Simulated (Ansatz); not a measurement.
# CH3MgNO: the cost of one run

Program: Ansatz 0.2.0. Level of theory: RKS CAM-B3LYP-D4/def2-mTZVP. These are calculated values, not measurements.

**1. The system as given**

Bond lengths: C1–N2 1.237 Å, N2–Mg3 1.943 Å, Mg3–O4 1.713 Å, C1–H5 1.098 Å, C1–H6 1.096 Å, O4–H7 0.950 Å. Angles: C1–N2–Mg3 121.8°, N2–C1–H5 126.4°, N2–C1–H6 118.1°, H5–C1–H6 115.4°, N2–Mg3–O4 117.8°, Mg3–O4–H7 152.5°.

Structure file:

```xyz
7

C    -0.8307    1.0751    0.4993
N    -0.2578    0.3171    1.2908
Mg    0.8697   -1.1415    0.6789
O     1.0504   -1.3559   -1.0115
H    -0.7823    1.0314   -0.5970
H    -1.4522    1.8785    0.9109
H     1.4028   -1.8046   -1.7713
```

**2. Relaxing end A**

Input file input.yaml:

```yaml
crystal:
  periodic: [false, false, false]
  atoms:
    - { symbol: C, position_ang: [-0.83074, 1.07508, 0.49931] }
    - { symbol: "N", position_ang: [-0.25779, 0.3171, 1.29084] }
    - { symbol: Mg, position_ang: [0.86974, -1.14149, 0.67886] }
    - { symbol: O, position_ang: [1.05036, -1.35594, -1.01149] }
    - { symbol: H, position_ang: [-0.78225, 1.03141, -0.59703] }
    - { symbol: H, position_ang: [-1.45215, 1.87847, 0.91086] }
    - { symbol: H, position_ang: [1.40282, -1.80463, -1.77135] }
basis:
  gaussian: { orbitals: def2-mTZVP }
hamiltonian:
  xc: cam_b3lyp
  dispersion: d4
relax:
  f_tol: 0.02
  max_steps: 50
```

The run is started by

```bash
$ ansatz run input.yaml --threads 2 --pin off --max-ram 3072MiB --backend cpu --events-out ev --progress --plain --runs-dir out
```

What time and memory should one allow on 2 threads of Intel Xeon 6975P-C (Granite Rapids), shared host?

About 19 s, with a peak of 0.19 GiB.
